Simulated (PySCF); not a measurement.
# C2F2H2 in PySCF: settings compared, part 2 of 2

PySCF 2.14.0. The steps go on from the part before.

## Step 4: CCSD(T) correlation energy, HF

run.py

```python
import json
import numpy as np
from pyscf.pbc import gto, scf, dft, df
from pyscf.pbc.tools import pyscf_ase
from ase import Atoms

atoms = Atoms(['C', 'C', 'F', 'F', 'H', 'H'],
              cell=[[11.0, 0.0, 0.0], [0.0, 12.0, 0.0], [0.0, 0.0, 13.0]],
              scaled_positions=[[0.48548182, 0.54672083, 0.45615385], [0.50556364, 0.4745875, 0.53034615], [0.45466364, 0.47717083, 0.62169231], [0.57958182, 0.3889625, 0.52441538], [0.53185455, 0.53752083, 0.38353846], [0.42278182, 0.6145375, 0.46847692]],
              pbc=True)
cell = pyscf_ase.cell_from_ase(atoms)
cell.basis = 'def2-svp'
cell.exp_to_discard = 0
cell.precision = 1e-08
cell.max_memory = 2520  # MB
cell.verbose = 4
cell.build()

res = {}
kpts = cell.make_kpts([1, 1, 1])
mf = scf.KRHF(cell, kpts, exxdiv='ewald')
mf = mf.density_fit()
mf.with_df._cderi = 'cderi.h5'  # three-centre integrals saved by an earlier run on this cell, basis and mesh
mf.conv_tol = 1e-08
mf.max_cycle = 60

mf.kernel()
res.update(converged=bool(mf.converged), e_tot=mf.e_tot, nelec=cell.nelectron, nao=cell.nao, mesh=list(map(int, cell.mesh)), a=cell.lattice_vectors().tolist(), coords=cell.atom_coords().tolist(),
           mo_energy=[np.real(x).tolist() for x in mf.mo_energy], mo_occ=[np.real(x).tolist() for x in mf.mo_occ])
import h5py
print('fit functions by k pair:', sorted({v['0'].shape[0] for v in h5py.File(mf.with_df._cderi)['j3c'].values()}))
res.update(kpts=cell.get_scaled_kpts(kpts).tolist())
res['parts'] = {k: float(np.real(v)) for k, v in mf.scf_summary.items() if np.isscalar(v)}
json.dump(res, open('results.json', 'w'))
if not mf.converged:
    raise SystemExit('SCF not converged')

print('levels (eV)')
for i, kp in enumerate(res['kpts'][:40]):
    print('k %7.4f %7.4f %7.4f  ' % tuple(kp), ' '.join('%.3f' % (x * 27.211386) for x in res['mo_energy'][i][:21]))

# Mulliken populations
dm, s = np.asarray(mf.make_rdm1()), np.asarray(mf.get_ovlp())
sites = cell.aoslice_by_atom()[:, 2:]
tot = np.einsum('kij,kji->i', dm, s).real / len(kpts)
res['mulliken'] = [cell.atom_charge(i) - tot[a0:a1].sum() for i, (a0, a1) in enumerate(sites)]
print('Mulliken charges', np.round(res['mulliken'], 5))

from pyscf.pbc import cc
mycc = cc.KRCCSD(mf, frozen=4)
mycc.max_cycle = 50
mycc.conv_tol = 1e-6
mycc.keep_exxdiv = False
eris = mycc.ao2mo()
mycc.kernel(eris=eris)
res.update(e_corr=mycc.e_corr, e_mp2=float(np.real(mycc.emp2)), post_converged=bool(mycc.converged))
json.dump(res, open('results.json', 'w'))
res['e_t'] = float(np.real(mycc.ccsd_t(eris=eris)))
res['done'] = True
json.dump(res, open('results.json', 'w'))
```

Potentials or basis: def2-svp (all-electron).

Command:

```
OMP_NUM_THREADS=2 python -u run.py > log
```

Standard output:

```text
Discarded 0 diffused primitive functions, 0 contracted functions

PySCF version 2.14.0

[INPUT] verbose = 4
[INPUT] num. atoms = 6
[INPUT] num. electrons = 32
[INPUT] charge = 0
[INPUT] spin (= nelec alpha-beta = 2S) = 0
[INPUT] symmetry False subgroup None
[INPUT] Mole.unit = angstrom
[INPUT] Symbol           X                Y                Z      unit          X                Y                Z       unit  Magmom
[INPUT]  1 C      5.340300020000   6.560649960000   5.930000050000 AA   10.091704460809  12.397831623539  11.206076013157 Bohr   0.0
[INPUT]  2 C      5.561200040000   5.695050000000   6.894499950000 AA   10.509144999520  10.762084765704  13.028716671328 Bohr   0.0
[INPUT]  3 F      5.001300040000   5.726049960000   8.082000030000 AA    9.451087342376  10.820666199977  15.272766595427 Bohr   0.0
[INPUT]  4 F      6.375400020000   4.667550000000   6.817399940000 AA   12.047759972347   8.820391172714  12.883018768226 Bohr   0.0
[INPUT]  5 H      5.850400050000   6.450249960000   4.985999980000 AA   11.055653813642  12.189205859387   9.422174419287 Bohr   0.0
[INPUT]  6 H      4.650600020000   7.374450000000   6.090199960000 AA    8.788360352697  13.935690819299  11.508809968237 Bohr   0.0

nuclear repulsion = 55.4238258192886
number of shells = 30
number of NR pGTOs = 110
number of NR cGTOs = 66
basis = def2-svp
ecp = {}
lattice vectors  a1 [20.786987370, 0.000000000, 0.000000000]
                 a2 [0.000000000, 22.676713495, 0.000000000]
                 a3 [0.000000000, 0.000000000, 24.566439619]
dimension = 3
low_dim_ft_type = None
Cell volume = 11580.1
exp_to_discard = 0
rcut = 19.991357747059048 (nimgs = [1 1 1])
precision = 1e-08
pseudo = None
ke_cutoff = 195193.49970104988
    = [4137 4513 4887] mesh (91241663247 PWs)

******** <class 'pyscf.pbc.scf.khf.KRHF'> ********
method = KRHF
initial guess = minao
damping factor = 0
level_shift factor = 0
DIIS = <class 'pyscf.scf.diis.CDIIS'>
diis_start_cycle = 1
diis_space = 8
diis_damp = 0
SCF conv_tol = 1e-08
SCF conv_tol_grad = None
SCF max_cycles = 60
direct_scf = True
direct_scf_tol = 1e-13

******** PBC SCF flags ********
N kpts = 1
Exchange divergence treatment (exxdiv) = ewald
    madelung (= occupied orbital energy shift) = 0.12451564812305682
    Total energy shift due to Ewald probe charge = -1/2 * Nelec*madelung = -1.99225036997
DF object = <pyscf.pbc.df.df.GDF object>
Set gradient conv threshold to 0.0001

******** <class 'pyscf.pbc.df.rsdf_builder._RSNucBuilder'> ********
mesh = [39 41 45] (71955 PWs)
ke_cutoff = 15.35428177178112
omega = 0.49358133991954745
exclude_d_aux = False
exclude_dd_block = True
j2c_eig_always = False
has_long_range = True
init E= -276.351426376822
  HOMO = -0.215156583897  LUMO = 0.153985128971  gap/eV = 10.04486
cycle= 1 E= -275.412710970794  delta_E= 0.939  |g|= 0.697  |ddm|= 2.39
  HOMO = -0.438408498065  LUMO = 0.11700149785  gap/eV = 15.11348
cycle= 2 E= -275.492793797162  delta_E= -0.0801  |g|= 0.378  |ddm|=  0.7
  HOMO = -0.39152261263  LUMO = 0.183042927835  gap/eV = 15.63472
cycle= 3 E= -275.518502245377  delta_E= -0.0257  |g|= 0.0521  |ddm|= 0.277
  HOMO = -0.385356842843  LUMO = 0.191940529511  gap/eV = 15.70906
cycle= 4 E= -275.519517509967  delta_E= -0.00102  |g|= 0.0148  |ddm|= 0.0653
  HOMO = -0.387841933599  LUMO = 0.189640079083  gap/eV = 15.71409
cycle= 5 E= -275.519615403966  delta_E= -9.79e-05  |g|= 0.00518  |ddm|= 0.0219
  HOMO = -0.3874597108  LUMO = 0.189875555436  gap/eV = 15.71009
cycle= 6 E= -275.519629675537  delta_E= -1.43e-05  |g|= 0.00149  |ddm|= 0.00978
  HOMO = -0.387185636183  LUMO = 0.190078152029  gap/eV = 15.70815
cycle= 7 E= -275.519631267848  delta_E= -1.59e-06  |g|= 0.000671  |ddm|= 0.00326
  HOMO = -0.387269239683  LUMO = 0.190042962411  gap/eV = 15.70947
cycle= 8 E= -275.519631475882  delta_E= -2.08e-07  |g|= 0.000135  |ddm|= 0.00149
  HOMO = -0.387249419818  LUMO = 0.190058692445  gap/eV = 15.70935
cycle= 9 E= -275.519631487726  delta_E= -1.18e-08  |g|= 3.65e-05  |ddm|= 0.000362
  HOMO = -0.387253930036  LUMO = 0.19005419201  gap/eV = 15.70935
cycle= 10 E= -275.519631488511  delta_E= -7.85e-10  |g|= 7.65e-06  |ddm|= 8.1e-05
  HOMO = -0.387253861974  LUMO = 0.19005424036  gap/eV = 15.70935
Extra cycle  E= -275.519631488538  delta_E= -2.71e-11  |g|= 2.96e-06  |ddm|= 9.76e-06
converged SCF energy = -275.519631488538
fit functions by k pair: [218]
levels (eV)
k  0.0000  0.0000  0.0000   -716.491 -716.487 -310.849 -305.892 -45.681 -43.769 -28.716 -23.891 -21.802 -20.683 -20.255 -18.618 -17.992 -17.213 -16.083 -10.538 5.172 5.997 6.588 9.197 10.602
Mulliken charges [-0.23105  0.60502 -0.2772  -0.27716  0.09023  0.09016]

******** <class 'pyscf.pbc.df.rsdf_builder._RSNucBuilder'> ********
mesh = [39 41 45] (71955 PWs)
ke_cutoff = 15.35428177178112
omega = 0.49358133991954745
exclude_d_aux = False
exclude_dd_block = True
j2c_eig_always = False
has_long_range = True
using incore ERI storage

******** <class 'pyscf.pbc.cc.kccsd_rhf.RCCSD'> ********
CC2 = 0
CCSD nocc = 12, nmo = 62
frozen orbitals 4
max_cycle = 50
direct = 1
conv_tol = 1e-06
conv_tol_normt = 1e-05
diis_space = 6
diis_start_cycle = 0
diis_start_energy_diff = 1e+09
Init t2, MP2 energy (with fock eigenvalue shift) = -0.625558823924614
Init E_corr(RCCSD) = -0.625558823924613
cycle = 1  E_corr(RCCSD) = -0.630920455026791  dE = -0.0053616311  norm(t1,t2) = 0.0687115
cycle = 2  E_corr(RCCSD) = -0.645620531243779  dE = -0.0147000762  norm(t1,t2) = 0.0247631
cycle = 3  E_corr(RCCSD) = -0.64618995350369  dE = -0.00056942226  norm(t1,t2) = 0.0114767
cycle = 4  E_corr(RCCSD) = -0.648484203727465  dE = -0.00229425022  norm(t1,t2) = 0.00495805
cycle = 5  E_corr(RCCSD) = -0.648535292236214  dE = -5.10885087e-05  norm(t1,t2) = 0.000935758
cycle = 6  E_corr(RCCSD) = -0.648444837697331  dE = 9.04545389e-05  norm(t1,t2) = 0.000313588
cycle = 7  E_corr(RCCSD) = -0.648442814680193  dE = 2.02301714e-06  norm(t1,t2) = 5.82941e-05
cycle = 8  E_corr(RCCSD) = -0.648445704882439  dE = -2.89020225e-06  norm(t1,t2) = 1.83869e-05
cycle = 9  E_corr(RCCSD) = -0.648445704310458  dE = 5.71980463e-10  norm(t1,t2) = 7.57217e-06
RCCSD converged
E(RCCSD) = -276.1680771928487  E_corr = -0.6484457043104583
pyscf/pbc/cc/kccsd_t_rhf.py:293: ComplexWarning: Casting complex values to real discards the imaginary part
  my_permuted_w[ki,kj,kk] = t3Tw
pyscf/pbc/cc/kccsd_t_rhf.py:294: ComplexWarning: Casting complex values to real discards the imaginary part
  my_permuted_v[ki,kj,kk] = t3Tv
CCSD(T) correction per cell = -0.0160425463392442
CCSD(T) correction per cell (imag) = 0
```

It took 2 min on 2 threads of Intel Xeon at 2.50GHz (Skylake/Cascade Lake), shared host; peak memory 4.9 GiB.

Results:

| Property | Result |
| --- | --- |
| Free energy | -7497.2711 eV |
| Gap between the frontier levels | 15.71 eV |
| Mulliken charges | C -0.23, +0.61; F -0.28; H +0.09 e |
| Triples correction | -0.437 eV |
| MP2 correlation energy per cell | -17.022 eV |
| CCSD correlation energy per cell | -17.645 eV |

Caveat: the basis is small and the box finite, so much correlation energy is missing and levels can be off by tenths of an eV; Mulliken charges move with the basis; this is a molecule in a periodic box at the Γ point, so its band gap is the HOMO-LUMO gap; total energy, band gap and charges are those of the mean-field reference; the basis of atomic orbitals isn't converged, which shifts pressures, moduli and gaps.

## Step 5: Overview

```csv
task,level,grid for exchange and correlation,gap on the mesh (eV)
G0W0 quasiparticle levels,PBE0,"Becke, atom-centred",-
excitation energies (Tamm-Dancoff),PBE0,"Becke, atom-centred",8.45
CCSD(T) correlation energy,HF,-,15.71
```

Alike in all rows: potentials or basis def2-svp (all-electron); no spin polarisation; cell as given; k mesh 1 × 1 × 1; smearing fixed.

Caveats: the basis is small and the box finite, so much correlation energy is missing and levels can be off by tenths of an eV; this is a molecule in a periodic box at the Γ point, so its band gap is the HOMO-LUMO gap; the basis of atomic orbitals isn't converged, which shifts pressures, moduli and gaps; the iterative solver can pass over a root and still report convergence (some runs).

Absolute energies hang on the potentials; compare differences alone.
